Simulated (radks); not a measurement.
# The first electron to leave Ni⁶⁺

Aim: remove one electron from each of the outer sub-shells of Ni⁶⁺ ([Ar] 3d4) in turn, let the ion relax, and find the cheapest removal. The parent's configuration is the lowest that an earlier search found at this level.

The numbers are computed with radks (a radial shooting solver on a logarithmic mesh, Libxc functionals) version 1 (scalar-relativistic Kohn-Sham, LDA (Slater exchange, Perdew-Wang correlation), spin-polarised, spherical densities, finite nucleus; open shells are filled with parallel spins first), except any that are marked as measured or tabulated.

5 further runs of the same task are left out: 5 set aside as unsound or not needed.

### Step 1. What is computed

```
element            : nickel (Z = 28)
charge             : +6
electrons          : 22
configuration      : [Ar] 3d4
nuclear rms radius : 3.7757 fm
```

The outer shells:

Ni⁶⁺
```
[Ar] core
3d [↑ ][↑ ][↑ ][↑ ][  ]
```

### Step 2. The parent, Ni⁶⁺

The parent was computed earlier with the same settings: E = -1506.924686 hartree. Its outer levels (eV):

```
  level  occupation  energy (eV)
  2p up           3      -968.30
2p down           3      -965.67
  3s up           1      -226.15
3s down           1      -220.23
  3p up           3      -185.81
3p down           3      -180.00
  3d up           4      -120.83
3d down           0      -114.93
```

### Step 3. Remove 3d: [Ar] 3d3

The run's settings:

```text
Z 28
configuration [Ar] 3d3
relativity scalar-relativistic
functional lda,pw
spin polarised
nucleus finite rms 3.7757 fm
c 137.035999084
```

### Step 4. Remove 3p: [Ne] 3s2 3p5 3d4

Changes since step 3:

```diff
@@ -1,3 +1,3 @@
 Z 28
-configuration [Ar] 3d3
+configuration [Ne] 3s2 3p5 3d4
 relativity scalar-relativistic
```

### Step 5. Remove 3s: [Ne] 3s1 3p6 3d4

The run's settings:

```text
Z 28
configuration [Ne] 3s1 3p6 3d4
relativity scalar-relativistic
functional lda,pw
spin polarised
nucleus finite rms 3.7757 fm
c 137.035999084
```

### Step 6. Remove 2p: [He] 2s2 2p5 3s2 3p6 3d4

The run's settings:

```text
Z 28
configuration [He] 2s2 2p5 3s2 3p6 3d4
relativity scalar-relativistic
functional lda,pw
spin polarised
nucleus finite rms 3.7757 fm
c 137.035999084
```

Q: Predict the outcome of this session. Wanted: for each run, case; final configuration; Δ-SCF; −ε of the level emptied.

As calculated:

| case | final configuration | Δ-SCF (eV) | −ε of the level emptied (eV) |
| --- | --- | --- | --- |
| remove 3d | [Ar] 3d3 | 134.46 | 120.83 |
| remove 3p | [Ne] 3s2 3p5 3d4 | 193.22 | 180.00 |
| remove 3s | [Ne] 3s1 3p6 3d4 | 233.67 | 220.23 |
| remove 2p | [He] 2s2 2p5 3s2 3p6 3d4 | 1002.7 | 965.67 |

In words: The 3d electron leaves first, at 134.46 eV; the next cheapest, 3p, costs 193.22 eV. 3d is also the highest occupied level of the parent. NIST lists 132 eV (theoretical), between the same two configurations. Open shells are spherical and high-spin; term and fine-structure splittings are not resolved.
